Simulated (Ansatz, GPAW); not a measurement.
## A script for AlN (GLLB-SC)

These are simulated results from GPAW 26.7.0, not measurements. The cell was built from a prototype and was relaxed with r2SCAN in plane waves (Ansatz 0.2.0). Not every such cell is a known phase. All runs are without spin polarisation.

The symmetry is P6_3mc (No. 186, hexagonal); conventional cell a = 3.107 Å, c = 4.979 Å, 10.40 Å³ an atom. Around Al lie 4 N at 1.89–1.90 Å; around N lie 4 Al at 1.89–1.90 Å.

GLLB-SC is a model potential. Its fundamental gap is the Kohn-Sham gap plus a derivative discontinuity, which the script evaluates at the band edges among the listed k points. Its total energy isn't variational and serves nothing here.

Input script:

```python
import json
from ase import Atoms
from gpaw import GPAW, PW, FermiDirac

atoms = Atoms(['Al', 'Al', 'N', 'N'],
              cell=[[3.106694, 0.0, 0.0], [-1.553347, 2.690476, -0.0], [0.0, -0.0, 4.978592]],
              scaled_positions=[[0.333333, 0.666667, -0.003295], [0.666667, 0.333333, 0.496705], [0.333333, 0.666667, 0.378295], [0.666667, 0.333333, 0.878295]],
              pbc=True)
calc = GPAW(mode=PW(400), xc='GLLBSC', kpts={'size': (6, 6, 4), 'gamma': True},
            occupations=FermiDirac(0.02), maxiter=100, legacy_gpaw=True, txt='gpaw.txt')
atoms.calc = calc
res = {'energy': atoms.get_potential_energy(force_consistent=True)}
res['electrons'] = calc.get_number_of_electrons()
res['k'] = calc.get_ibz_k_points().tolist()
res['levels'] = [calc.get_eigenvalues(kpt=i).tolist() for i in range(len(res['k']))]
points = [[0.0, 0.0, 0.0], [0.5, 0.0, 0.0], [0.333333, 0.333333, 0.0], [0.0, 0.0, 0.5], [0.5, 0.0, 0.5], [0.333333, 0.333333, 0.5]]
bands = calc.fixed_density(kpts=points, symmetry='off', nbands=round(res['electrons']) // 2 + 6, convergence={'bands': -2}, txt='bands.txt')
res['points'] = [bands.get_eigenvalues(kpt=i).tolist() for i in range(len(points))]
homo, lumo = bands.get_homo_lumo()
potential = calc.hamiltonian.xc.response.calculate_discontinuity_potential(homo, lumo)
res['discontinuity'] = bands.hamiltonian.xc.response.calculate_discontinuity(potential)
json.dump(res, open('results.json', 'w'))
print('free energy (eV):', round(res['energy'], 5))
```

Command: `python run.py`. It took 34 s on 1 thread of Arm Neoverse N1, with other jobs on the host, peak memory 0.17 GiB.

The log gpaw.txt, trimmed of paths, versions and times, then the last line on the terminal. An iter line gives the energy in eV and the logarithms of the changes of orbitals (plane waves alone) and density (c: converged):

```
___ ___ ___ _ _ _
 |   |   |_  | | | |

 | | | | | . | | | |

 |__ |  _|___|_____|  26.7.0
 |___|_|

Input parameters:
  kpts: {gamma: True,
         size: (6, 6, 4)}
  maxiter: 100
  mode: {ecut: 400.0,
         name: pw}
  occupations: {fixmagmom: False,
                name: fermi-dirac,
                width: 0.02}
  xc: GLLBSC

System changes: positions, numbers, cell, pbc, initial_charges, initial_magmoms

Initialize ...

species:
  Al:
    name:    Aluminium
    Z:       13.0
    valence: 3
    core:    10
    charge:  0.0  # [|e|]
    compensation charges:
      type: gauss
      rc: 0.34  # [Å]
      lmax: 2
    cutoffs:
      filter: 1.91  # [Å]
      core: 2.36  # [Å]
    projectors
    | kind |    occ | energy [eV] | rcut [Å] |

    |------|--------|-------------|----------|

    |   3s |  2.000 |      -7.950 |    1.085 |

    |   3p |  1.000 |      -3.225 |    1.085 |

    |    s |        |      19.261 |    1.085 |

    |    p |        |      23.986 |    1.085 |

    |    d |        |       0.000 |    1.085 |

    Using partial waves for Al as LCAO basis

  N:
    name:    Nitrogen
    Z:       7.0
    valence: 5
    core:    2
    charge:  0.0  # [|e|]
    compensation charges:
      type: gauss
      rc: 0.18  # [Å]
      lmax: 2
    cutoffs:
      filter: 1.11  # [Å]
      core: 0.96  # [Å]
    projectors
    | kind |    occ | energy [eV] | rcut [Å] |

    |------|--------|-------------|----------|

    |   2s |  2.000 |     -22.351 |    0.603 |

    |   2p |  3.000 |     -10.227 |    0.529 |

    |    s |        |       4.860 |    0.603 |

    |    p |        |      16.985 |    0.529 |

    |    d |        |       0.000 |    0.577 |

    Using partial waves for N as LCAO basis

Reference energy: -16130.728746  # eV

Spin-paired calculation

Convergence criteria:
 Maximum [total energy] change in last 3 cyles: 0.0005 eV / valence electron
 Maximum integral of absolute [dens]ity change: 0.0001 electrons / valence electron
 Maximum integral of absolute [eigenst]ate change: 4e-08 eV^2 / valence electron
 Maximum number of scf [iter]ations: 100
 (Square brackets indicate name in SCF output, whereas a 'c' in
 the SCF output indicates the quantity has converged.)

Symmetries present (total): 1

  ( 1  0  0)
  ( 0  1  0)
  ( 0  0  1)

144 k-points: 6 x 6 x 4 Monkhorst-Pack grid + [1/12,1/12,1/8]
76 k-points in the irreducible part of the Brillouin zone
       k-points in crystal coordinates                weights
   0:     0.00000000    0.00000000    0.00000000          1/144
   1:     0.00000000    0.00000000    0.25000000          2/144
   2:     0.00000000    0.00000000    0.50000000          1/144
   3:     0.00000000    0.16666667   -0.25000000          2/144
   4:     0.00000000    0.16666667    0.00000000          2/144
   5:     0.00000000    0.16666667    0.25000000          2/144
   6:     0.00000000    0.16666667    0.50000000          2/144
   7:     0.00000000    0.33333333   -0.25000000          2/144
   8:     0.00000000    0.33333333    0.00000000          2/144
   9:     0.00000000    0.33333333    0.25000000          2/144
          ...
  75:     0.50000000    0.50000000    0.50000000          1/144

Wave functions: Plane wave expansion
  Cutoff energy: 400.000 eV
  Number of coefficients (min, max): 725, 780
  Pulay-stress correction: 0.000000 eV/Ang^3 (de/decut=0.000000)
  Using FFTW library
  ScaLapack parameters: grid=1x1, blocksize=None
  Wavefunction extrapolation:
    Improved wavefunction reuse through dual PAW basis

Occupation numbers: Fermi-Dirac:
  width: 0.0200  # eV

Eigensolver
   Davidson(niter=2)

Densities:
  Coarse grid: 15*15*24 grid
  Fine grid: 30*30*48 grid
  Total Charge: 0.000000

Density mixing:
  Method: separate
  Backend: msr1
  Linear mixing parameter: 0.05
  old densities: 10
  Width of damping distribution: 1.1
  Damping of long wavelength oscillations: 20

Hamiltonian:
  XC and Coulomb potentials evaluated on a 30*30*48 grid
  Using the GLLBSC Exchange-Correlation functional
  External potential:
    NoExternalPotential

XC parameters: GLLBSC functional being used consists of
  -----------------------------------------------------------------------
  | Weight | Module     | Description                                   |

  -----------------------------------------------------------------------
  |  1.000 | SCREENING  | GGA_X_PBE_SOL with 2 nearest neighbor stencil |

  |  1.000 | RESPONSE   | eps=0.0500 eV                                 |

  |  1.000 | XC         | GGA_C_PBE_SOL with 2 nearest neighbor stencil |

  -----------------------------------------------------------------------

Memory estimate:
  Process memory now: 110.36 MiB
  Calculator: 26.83 MiB
    Density: 2.90 MiB
      Arrays: 1.07 MiB
      Localized functions: 1.00 MiB
      Mixer: 0.82 MiB
    Hamiltonian: 0.72 MiB
      Arrays: 0.70 MiB
      XC: 0.00 MiB
      Poisson: 0.00 MiB
      vbar: 0.02 MiB
    Wavefunctions: 23.21 MiB
      Arrays psit_nG: 12.66 MiB
      Eigensolver: 0.26 MiB
      Projections: 0.84 MiB
      Projectors: 8.33 MiB
      PW-descriptor: 1.11 MiB

Total number of cores used: 1

Number of atoms: 4
Number of atomic orbitals: 16
Number of bands in calculation: 14
Number of valence electrons: 16
Bands to converge: occupied

... initialized

Initializing position-dependent things.

Density initialized from atomic densities
Creating initial wave functions:
  14 bands from LCAO basis set
Positions:
   0 Al    -0.000002    1.793652   -0.016404    ( 0.0000,  0.0000,  0.0000)
   1 Al     1.553349    0.896824    2.472892    ( 0.0000,  0.0000,  0.0000)
   2 N     -0.000002    1.793652    1.883376    ( 0.0000,  0.0000,  0.0000)
   3 N      1.553349    0.896824    4.372672    ( 0.0000,  0.0000,  0.0000)

Unit cell:
           periodic     x           y           z      points  spacing
  1. axis:    yes    3.106694    0.000000    0.000000    15     0.1794
  2. axis:    yes   -1.553347    2.690476   -0.000000    15     0.1794
  3. axis:    yes    0.000000   -0.000000    4.978592    24     0.2074

  Lengths:   3.106694   3.106694   4.978592
  Angles:   90.000000  90.000000 119.999999

Effective grid spacing dv^(1/3) = 0.1975

iter:   1   -33.744732
iter:   2   -33.216836   -1.86  -0.53
iter:   3   -26.606059   -0.16  -0.56
iter:   4   -26.859191   -1.30  -0.97
iter:   5   -27.311735   -1.37  -1.31
iter:   6   -26.702055   -1.91  -1.25
iter:   7   -26.619891   -2.91  -1.86
iter:   8   -26.608806   -3.67  -2.37
iter:   9   -26.600754   -4.36  -3.09
iter:  10   -26.606984   -5.86  -3.02
iter:  11   -26.612110   -5.58  -3.28
iter:  12   -26.611539c  -7.36  -4.20c
iter:  13   -26.610699c  -7.32  -4.35c
iter:  14   -26.610969c  -8.27c -4.42c

Converged after 14 iterations.

Energy contributions relative to reference atoms: (reference = -16130.728746)

Kinetic:        +28.966945
Potential:      -18.181808
External:        +0.000000
XC:             -37.326440
Entropy (-ST):   -0.000000
Local:           -0.069666
SIC:             +0.000000
--------------------------
Free energy:    -26.610969
Extrapolated:   -26.610969

GLLBSC response reference energy: 4.56569 eV (from HOMO)

Showing only first 2 kpts
 Kpt  Band  Eigenvalues  Occupancy
  0     6      4.40052    2.00000
  0     7      4.56552    2.00000
  0     8      8.89993    0.00000
  0     9     11.92304    0.00000

  1     6      4.25279    2.00000
  1     7      4.25292    2.00000
  1     8      9.91115    0.00000
  1     9     11.93283    0.00000

Fermi level: 6.14665

Gap: 4.334 eV
Transition (v -> c):
  (s=0, k=0, n=7, [0.00, 0.00, 0.00]) -> (s=0, k=0, n=8, [0.00, 0.00, 0.00])
No difference between direct/indirect transitions

free energy (eV): -26.61097
```

The gap in the log is over the mesh alone; results.json adds the listed points. GLLB-SC gives a gap of 6.08 eV (4.334 eV Kohn-Sham over the listed points plus 1.745 eV discontinuity). On the same cell, plane-wave PBE (Ansatz, 12×12×6 k points and the special points) gives a gap of 4.23 eV and r2SCAN a gap of 4.88 eV; on shared hosts these took about 8.7 and 19 core-seconds on the 4-atom cell, against 34 for the script. Semilocal gaps usually lie below measured ones.
